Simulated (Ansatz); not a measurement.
# Gd2N2 (Gd2(N)2): the cost of one run

Computed with Ansatz 0.2.0. Level: DFT PBE, plane waves, PAW, molecule in a box with 9 Å of vacuum.

2 further runs of the same task are left out: 2 for a known fault of the program.

## (1) The system as given

4 atoms, charge 0, spin multiplicity 1.

Bond lengths: Gd1–Gd2 3.082 Å, Gd1–N3 2.073 Å, Gd1–N4 2.073 Å, Gd2–N3 2.073 Å, Gd2–N4 2.073 Å. Angles: Gd2–Gd1–N3 42.0°, Gd2–Gd1–N4 42.0°, N3–Gd1–N4 84.0°, Gd1–Gd2–N3 42.0°, Gd1–Gd2–N4 42.0°, N3–Gd2–N4 84.0°, Gd1–N3–Gd2 96.0°, Gd1–N4–Gd2 96.0°.

As a file:

```
Gd    0.0000    0.0000    1.5411
Gd    0.0000    0.0000   -1.5411
N     1.3868    0.0000    0.0000
N    -1.3868    0.0000    0.0000
```

Formal oxidation states: Gd +3. Each metal's 7 4f electrons lie in its core potential, so multiplicities, spins and levels count the valence alone. In the runs below they are in the valence, and the state is a multiplicity 15. An earlier session relaxed this geometry at BP86, Gd lcecp-1-SVP with ECP53, N def2-SVP (singlet, point group D2h).

## (2) Scalar-relativistic

Input file input.yaml:

```yaml
crystal:
  lattice:
    - [11.77, 0.0, 0.0]
    - [0.0, 9.0, 0.0]
    - [0.0, 0.0, 12.08]
  atoms:
    - { symbol: Gd, position: [0.50015038, 0.5, 0.62766391], spin: 7.0 }
    - { symbol: Gd, position: [0.50015038, 0.5, 0.37251656], spin: 7.0 }
    - { symbol: "N", position: [0.61797281, 0.5, 0.50009023] }
    - { symbol: "N", position: [0.38232795, 0.5, 0.50009023] }
basis:
  ecutwfc: 420
  ecutrho_ratio: 4
kpoints:
  mp_grid: { grid: [1, 1, 1] }
hamiltonian:
  xc: pbe
scf:
  occupations: { method: gaussian, width: 0.01 }
output:
  forces: true
  eigenvalues: true
  populations: true
  hubbard: { sites: [{ species: Gd, l: f }] }
magnetization:
  spin_polarized: true
```

The run is started by

```console
ansatz run input.yaml --threads 2 --pin off --max-ram 5120MiB --backend cpu --events-out ev --progress --plain --runs-dir out
```

**Question.** How long does this run take on 2 threads of Intel Xeon 6975P-C (Granite Rapids), shared host, and how much memory does it need?

About 8.1 s, with a peak of 1 GiB.
